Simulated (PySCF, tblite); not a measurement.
# C₄H₁₀ClSi radical: geometry, infrared bands and EPR parameters

Wanted: the infrared bands and EPR parameters of C₄H₁₀ClSi radical (`[CH2][C@H]([SiH3])CCCl`), by calculation.

Programs: tblite 0.8.0 and PySCF 2.14.0, with density-fitted response routines of our own. Each step states its level of theory. These are calculated values for one molecule in the gas phase, unless marked as measured. Atoms are numbered from 0 throughout.

### 1 The molecule as given

16 atoms, charge 0, multiplicity 2; geometry from: force field or distance geometry start.

Bonds of the start (Å): C0–C1 1.49, C1–Si2 1.89, C1–C3 1.50, C3–C4 1.50, C4–Cl5 1.80, C0–H6 1.11, C0–H7 1.09, C1–H8 1.10, Si2–H9 1.45, Si2–H10 1.48, Si2–H11 1.46, C3–H12 1.13, C3–H13 1.10, C4–H14 1.13, C4–H15 1.09.

### 2 Geometry optimisation with GFN2-xTB

What the job is given:

```
{"job": {"kind": "relax", "xc": "GFN2-xTB", "basis": "xTB"}, "charge": 0, "multiplicity": 2}
C      0.318500     1.557000    -0.721800
C      0.410700     0.392900     0.206600
Si     1.985400    -0.611100    -0.059800
C     -0.725200    -0.577000     0.086000
C     -2.070900     0.024200     0.389000
Cl    -3.285700    -1.284900     0.181700
H      1.012800     2.391600    -0.494500
H      0.427700     1.284600    -1.767600
H      0.441800     0.771100     1.242300
H      2.966800    -0.192600     0.924300
H      1.660500    -2.035600     0.197200
H      2.450200    -0.468800    -1.438900
H     -0.523700    -1.374300     0.863400
H     -0.691200    -1.049700    -0.909400
H     -2.061300     0.274500     1.486500
H     -2.323900     0.907000    -0.196600
```

On the command line:

```sh
> OMP_NUM_THREADS=1 python probes_run.py task.json out
```

This one command runs all jobs of the session in turn.

**Question.** This job is followed by: GFN2-xTB harmonic vibrations, gas phase; UKS B3LYP, pcH-1 on C Cl H Si, non-relativistic, mean-field spin-orbit, GIAO. What will the session give for the following? strongest single infrared mode (GFN2-xTB); zero-point energy (GFN2-xTB); g(iso) (B3LYP); ⟨S²⟩; largest a(iso) (averaged by class); potential on the surface of density 0.002 e/bohr³, 1st and 99th percentile.

The runs gave:

```
                                                                  quantity                    value
                                 strongest single infrared mode (GFN2-xTB)    2300 cm⁻¹, 381 km/mol
                                              zero-point energy (GFN2-xTB)            75.6 kcal/mol
                                                            g(iso) (B3LYP)                  2.00274
                                                                      ⟨S²⟩       0.754 (exact 0.75)
                                        largest a(iso) (averaged by class)  29Si on Si2, -157.5 MHz
potential on the surface of density 0.002 e/bohr³, 1st and 99th percentile       -0.75 V and 1.04 V
```

In words: Over 89 steps the energy fell by 0.496 eV; of the close pairs, C1–Si2 changed most, 1.886 to 1.946 Å. No mode is imaginary among the 42: a minimum at this level. The strongest single mode, at 2300 cm⁻¹, moves mainly H11 and H9. GFN2-xTB is a fitted tight-binding method: band positions and strengths are rough. Its intensities can rank the bands wrongly. C0 carries the largest spin population, 1.00 e. The isotropic g lies 0.4 ppt above the free-electron value. These values are for one conformer; the search (at its own cheap level) found 2 more, at 0.06, 0.83 kcal/mol, and measured spectra average over such forms.
